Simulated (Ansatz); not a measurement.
This was printed by a script on Ansatz's Python interface, for a check of PAW against all-electron LAPW of Tl, space group P6_3/mmc. What did the script look like? Settings (first run): PBE, PAW, the default cutoff (420 eV here), 8×8×2 k-points, cold smearing of 0.1 eV.

The script reads `POSCAR`:
```text
Tl
1.0
   3.50863758    0.00000000    0.00000000
  -1.75431879    3.03856927    0.00000000
   0.00000000    0.00000000   11.26560463
Tl
4
Direct
   0.00000000    0.00000000    0.00000000
   0.33333333    0.66666667    0.25000000
   0.00000000    0.00000000    0.50000000
   0.66666667    0.33333333    0.75000000
```

```console
$ python paw_lapw.py
DeckWarning: basis.ecutwfc = 420 eV, auto-derived from the records' recommended cutoffs: set by Tl (normal level)
PAW levels at the first k-point near E_F: [-2.654  3.132  3.153]
LAPW levels at the first k-point near E_F: [-2.654  3.132  3.153]
run:      treatment  electrons in bands           P GPa  max force component eV/A  gap by band count eV
run:            PAW                52.0           1.349                    0.0000                 0.000
run:           LAPW               140.0           1.355                    0.0000                 0.000
```
(Warnings from the package without file and line.)

The script that was run (others could print the same):

Script `paw_lapw.py`:
```python
"""PAW against all-electron LAPW for Tl."""

import logging
import sys

import ansatz
from ase.io import read
import numpy as np

logging.basicConfig(stream=sys.stdout, format="%(name)s: %(message)s")
logger = logging.getLogger("run")
logger.setLevel(logging.INFO)

config = {
    "kmesh": (8, 8, 2),
    "smearing": "Marzari-Vanderbilt",
    "xc": "pbe",
}


def count_gap(report):
    # lowest empty less highest filled band, counting bands; zero where they overlap
    return max(report.get("gap_by_band_count_ev") or 0.0, 0.0)


def main() -> None:
    atoms = read("POSCAR", format="vasp")
    cell = ansatz.Crystal.from_ase(atoms)

    calc = (
        cell.calculation()
        .kpoints(*config["kmesh"])
        .occupations(config["smearing"])
        .functional(config["xc"])
        .stress()
        .forces()
        .band_table()
    )
    variants = {
        "PAW": calc.pseudopotentials("paw"),
        "LAPW": calc.pseudopotentials("all_electron", lapw=True),
    }
    # totals differ by the cores that each treatment holds, so compare what does not depend on them
    rows = []
    for label, variant in variants.items():
        summary = variant.run(threads=1).report
        levels = np.array(summary["eigenvalues_ev"][0]) - summary["fermi_energy_ev"]
        print(label, "levels at the first k-point near E_F:", np.round(levels[np.abs(levels) < 5], 3))
        rows.append((label, summary["n_electrons"], np.trace(summary["stress_gpa"]) / 3, float(np.abs(summary["forces_ev_ang"]).max()), count_gap(summary)))
    logger.info("     treatment  electrons in bands           P GPa  max force component eV/A  gap by band count eV")
    for row in rows:
        logger.info(f"{str(row[0]):>14s}  {row[1]:18.1f}  {row[2]:14.3f}  {row[3]:24.4f}  {row[4]:20.3f}")


if __name__ == "__main__":
    main()
```

PAW gives 1.349 GPa and LAPW 1.355 GPa, 0.007 GPa apart. They took 2.7 and 29.5 s of processor time.

What to keep in mind:
- The computed bands are complete only to about 2.2 eV above the Fermi level.
- The mesh is modest for a metal, so energies can be off by several to tens of meV an atom and pressures by half a GPa or more; differences at equal mesh fare better.
- A gap by band count of zero or less means overlapping bands, a metal.
- Gaps and levels are Kohn-Sham values on a finite set of k-points, without spin-orbit coupling.
- Pressure is positive in compression; the treatments may keep other shells as core, so totals and counts of electrons can differ.
- Hardware and time: 33 s on 1 thread of Arm Neoverse V2, on a shared host, peak memory 0.7 GiB.
